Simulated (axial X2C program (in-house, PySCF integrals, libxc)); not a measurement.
**Linear HTiH⁻ at several levels**

One table from this session's results is given with a row withheld; the runs are named, their logs left out.

The runs use an in-house X2C program for linear molecules on PySCF integrals; all-electron X2C, two-component (2c) or spin-free, H dyall-v3z, Ti dyall-v3z.

All values are calculated.

2 further runs of the same task are left out: 2 set aside as unsound or not needed.

Set-up of the first run:

The input, task.json:

```json
{"zs": [1, 22, 1], "q": -1, "bas": ["dyall-v3z", "dyall-v3z", "dyall-v3z"], "r0": [1.68, 1.68], "symm": 1, "scan": ["PBE0", "HF", "PBE"], "levels": ["PBE0", "HF", "LDA"], "nst": 2}
```

Keys: zs atomic numbers; q charge; bas basis sets; r0 starting distance in Å; symm equal bonds; scan levels of the two-bond scan (MP2 follows by itself at each HF point); levels methods; nst determinants followed.

Launch:

```
python solin.py task.json out
```

Masses H 1.008, Ti 47.948, H 1.008 u.

Among the steps run: Scan at PBE0, 2c; Scan at HF, 2c; Scan at PBE, 2c.

One table of the session follows, with a row left open; its other results are not shown here.

```
          level  r(H–Ti) (Å)  r(Ti–H) (Å)  lower stretch (cm⁻¹)  upper stretch (cm⁻¹)
       PBE0, 2c        1.924        1.924                1182.9                1290.4
         HF, 2c        1.966        1.966                1158.0                1258.7
        PBE, 2c            ?            ?                     ?                     ?
        MP2, 2c        1.909        1.909                1208.3                1331.2
PBE0, spin-free        1.923        1.923                1183.7                1290.9
  HF, spin-free        1.965        1.965                1158.9                1259.3
 PBE, spin-free        1.921        1.921                1168.0                1277.9
 MP2, spin-free        1.909        1.909                1210.9                1333.3
```

**Question.** Estimate the row for PBE, 2c.

The run gave: r(H–Ti) (Å): 1.921; r(Ti–H) (Å): 1.921; lower stretch (cm⁻¹): 1167.4; upper stretch (cm⁻¹): 1277.5.

Scans not shown above were run alike.

Limits of these values: For an anion the highest level of a functional can be positive, and the basis then holds the extra electron. The molecule was held linear; bending was not examined, so a bent shape may lie lower.
